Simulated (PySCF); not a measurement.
# MoH₃⁺: one geometry, many levels of theory

How much do the numbers for MoH₃⁺ (triplet) hang on the method? All levels run at one geometry, the PBE0 minimum.

The runs use PySCF 2.14.0; several methods, basis Mo def2-TZVP with ECP28, H def2-TZVP, scalar-relativistic core potentials, no spin–orbit coupling, density fitting.

### Step 1. The starting structure

4 atoms, charge 1, spin multiplicity 3.

Bond lengths: Mo1–H2 1.652 Å, Mo1–H3 1.652 Å, Mo1–H4 1.652 Å. Angles: H2–Mo1–H3 115.7°, H2–Mo1–H4 115.7°, H3–Mo1–H4 115.7°.

```xyz
4
charge 1 multiplicity 3
Mo    0.0000    0.0000    0.0104
H     1.6151    0.0000   -0.3367
H    -0.8076    1.3988   -0.3367
H    -0.8076   -1.3988   -0.3367
```

### Step 2. PBE0

The steps are one call of a driver around PySCF; scf.py gives each level's set-up. Each SCF starts from the density of the minimum. The driver also runs the species with one electron less or more at the same geometry (one less: multiplicity 2, one more: multiplicity 4); their logs are not shown.

scf.py reads:

```python
from pyscf import gto, scf, dft
mol = gto.M(atom='''
Mo     0.000000     0.000000     0.010399
H      1.615142    -0.000001    -0.336738
H     -0.807570     1.398755    -0.336738
H     -0.807572    -1.398754    -0.336738''',
    basis={'Mo': 'def2-TZVP', 'H': 'def2-TZVP'},
    ecp={'Mo': 'def2-TZVP'},
    charge=1, spin=2)
mf = dft.UKS(mol, xc='PBE0')
mf.grids.atom_grid = (75, 302)
aux = {'Mo': 'def2-universal-JKFIT', 'H': 'def2-universal-JKFIT'}
mf = mf.density_fit(auxbasis=aux)
mf.kernel()
```

Standard output:

```text
init E= -69.5525608558482
[... the frontier-level lines of each cycle are left out ...]
cycle= 1 E= -69.5525608558526  delta_E= -4.49e-12  |g|= 7.56e-07  |ddm|= 3.03e-06
Extra cycle  E= -69.5525608558547  delta_E= -2.05e-12  |g|= 6.92e-07  |ddm|= 2.46e-06
converged SCF energy = -69.5525608558547  <S^2> = 2.0316345  2S+1 = 3.021016
```

This level, with the species of one electron less or more, needed 3.4 s of wall time on 2 threads, shared host.

- energy: -69.552561 Eh
- one electron less (charge +2): -68.920543 Eh (doublet, ⟨S²⟩ 0.77)
- one electron more (charge +0): -69.873185 Eh (quartet, ⟨S²⟩ 3.79)
- Mulliken charge of Mo1: +0.79 e

### Step 3. HF

scf.py: that of step 2 with these lines changed.

```diff
@@ -10,2 +10 @@
-mf = dft.UKS(mol, xc='PBE0')
-mf.grids.atom_grid = (75, 302)
+mf = scf.UHF(mol)
```

Standard output:

```text
init E= -68.8787139077458
[... the frontier-level lines of each cycle are left out ...]
cycle= 1 E= -68.8920028880976  delta_E= -0.0133  |g|= 0.0656  |ddm|= 0.154
cycle= 2 E= -68.8948017223437  delta_E= -0.0028  |g|= 0.0303  |ddm|= 0.0847
cycle= 3 E= -68.895703486328  delta_E= -0.000902  |g|= 0.0165  |ddm|= 0.0319
cycle= 4 E= -68.896380069004  delta_E= -0.000677  |g|= 0.00911  |ddm|= 0.0361
cycle= 5 E= -68.8968884846442  delta_E= -0.000508  |g|= 0.00683  |ddm|= 0.0347
cycle= 6 E= -68.8974468291991  delta_E= -0.000558  |g|= 0.00296  |ddm|= 0.0658
cycle= 7 E= -68.8975012966471  delta_E= -5.45e-05  |g|= 0.00133  |ddm|= 0.0178
cycle= 8 E= -68.8975146875829  delta_E= -1.34e-05  |g|= 0.000683  |ddm|= 0.00881
cycle= 9 E= -68.8975176945  delta_E= -3.01e-06  |g|= 0.000301  |ddm|= 0.0042
cycle= 10 E= -68.8975181076194  delta_E= -4.13e-07  |g|= 0.000133  |ddm|= 0.00165
cycle= 11 E= -68.8975181956366  delta_E= -8.8e-08  |g|= 6.02e-05  |ddm|= 0.0012
cycle= 12 E= -68.8975182029107  delta_E= -7.27e-09  |g|= 2.49e-05  |ddm|= 0.000417
Extra cycle  E= -68.8975182036522  delta_E= -7.41e-10  |g|= 1.59e-05  |ddm|= 3.51e-05
converged SCF energy = -68.8975182036522  <S^2> = 2.2210245  2S+1 = 3.1438985
```

This level, with the species of one electron less or more, took 6.4 s.

| Item | Value |
| --- | --- |
| energy | -68.897518 Eh |
| one electron less (charge +2) | -68.285298 Eh (doublet, ⟨S²⟩ 1.75) |
| one electron more (charge +0) | -69.203732 Eh (quartet, ⟨S²⟩ 3.86) |
| Mulliken charge of Mo1 | +0.98 e |

### Step 4. PBE

scf.py: that of step 3 with these lines changed.

```diff
@@ -10 +10,2 @@
-mf = scf.UHF(mol)
+mf = dft.UKS(mol, xc='PBE')
+mf.grids.atom_grid = (75, 302)
```

Standard output:

```text
init E= -69.5843193636917
[... the frontier-level lines of each cycle are left out ...]
cycle= 1 E= -69.5850410474807  delta_E= -0.000722  |g|= 0.0438  |ddm|= 0.0835
cycle= 2 E= -69.5781382424988  delta_E= 0.0069  |g|= 0.119  |ddm|= 0.112
cycle= 3 E= -69.5860888433344  delta_E= -0.00795  |g|= 0.00248  |ddm|= 0.0844
cycle= 4 E= -69.5860942671488  delta_E= -5.42e-06  |g|= 0.000751  |ddm|= 0.00294
cycle= 5 E= -69.5860950322771  delta_E= -7.65e-07  |g|= 0.000339  |ddm|= 0.00126
cycle= 6 E= -69.5860952863762  delta_E= -2.54e-07  |g|= 4.41e-05  |ddm|= 0.00108
cycle= 7 E= -69.5860952897919  delta_E= -3.42e-09  |g|= 1.3e-05  |ddm|= 0.000145
Extra cycle  E= -69.5860952890461  delta_E= 7.46e-10  |g|= 3.89e-05  |ddm|= 3.8e-05
converged SCF energy = -69.5860952890461  <S^2> = 2.019467  2S+1 = 3.01295
```

This level, with the species of one electron less or more, took 9.3 s.

- energy: -69.586095 Eh
- one electron less (charge +2): -68.958620 Eh (doublet, ⟨S²⟩ 0.76)
- one electron more (charge +0): -69.905099 Eh (quartet, ⟨S²⟩ 3.78)
- Mulliken charge of Mo1: +0.76 e

### Step 5. CCSD(T)

scf.py: that of step 4 with these lines changed.

```diff
@@ -10,2 +10 @@
-mf = dft.UKS(mol, xc='PBE')
-mf.grids.atom_grid = (75, 302)
+mf = scf.UHF(mol)
@@ -14,0 +14,3 @@
+from pyscf import cc
+mycc = cc.CCSD(mf, frozen=0).run()
+mycc.ccsd_t()
```

The SCF cycles repeat those of step 3.

Standard output:

```text
CCSD nocc = (np.int64(9), np.int64(7)), nmo = (58, 58)
Init t2, MP2 energy = -0.350097810374472
UCCSD converged
E(UCCSD) = -69.27255835777108  E_corr = -0.3750401541189039
UCCSD(T) correction = -0.0126679821013023
```

This level, with the species of one electron less or more, took 1.8 min.

```
energy                                                              : -69.285226 Eh
one electron less (charge +2)                                       : -68.664873 Eh (doublet, ⟨S²⟩ 1.75)
MP2 correlation in its own fitting basis (same spin, opposite spin) : -0.35039 Eh (-0.10119, -0.24920)
CCSD, (T)                                                           : -0.37504, -0.01267 Eh; T1 0.037, D1 0.125
```

The dipole of an ion depends on the origin, here the centre of mass.

### Step 6. All levels side by side

| level | vertical ionisation energy (eV) | vertical electron affinity (eV) | −ε(HOMO) (eV) | gap (eV) | dipole (D) | wall time |
| --- | --- | --- | --- | --- | --- | --- |
| PBE0 | 17.20 | 8.72 | 14.72 | 3.78 | 1.00 | 3.4 s |
| HF | 16.66 | 8.33 | 18.87 | 12.04 | 1.32 | 6.4 s |
| PBE | 17.07 | 8.68 | 12.99 | 0.80 | 0.89 | 9.3 s |
| CCSD(T) | 16.88 | – | – | – | – | 1.8 min |

Times are for 2 threads, shared host; PBE0 starts from its own converged density, so its time is not comparable. A dash stands where a species or a free atom was not run at that level, or the quantity is not defined.

### Step 7. What came out

| quantity | value |
| --- | --- |
| vertical ionisation energy, CCSD(T) | 16.88 eV |
| vertical electron affinity, range | 8.33 (HF) to 8.72 (PBE0) eV |
| orbital gap, range | 0.80 (PBE) to 12.04 (HF) eV |
| T1, D1 | 0.037, 0.125 |
| T1, D1 of the species with one electron less | 0.089, 0.292 |

What this shows: Against CCSD(T), the vertical ionisation energy is best met by PBE (+0.19 eV) and worst by PBE0 (+0.32 eV). The PBE orbital energy is a poor guide to ionisation (13.0 eV, 3.9 eV too small); the difference of PBE energies gives 17.1 eV. T1 of the species with one electron less is large, so the CCSD(T) value that rests on it is in doubt and small misses rank nothing. Spin contamination is strong in at least one of the open-shell species at HF, CCSD(T). Open d and f shells are described by one determinant, and the ground state may have another occupation or spin.
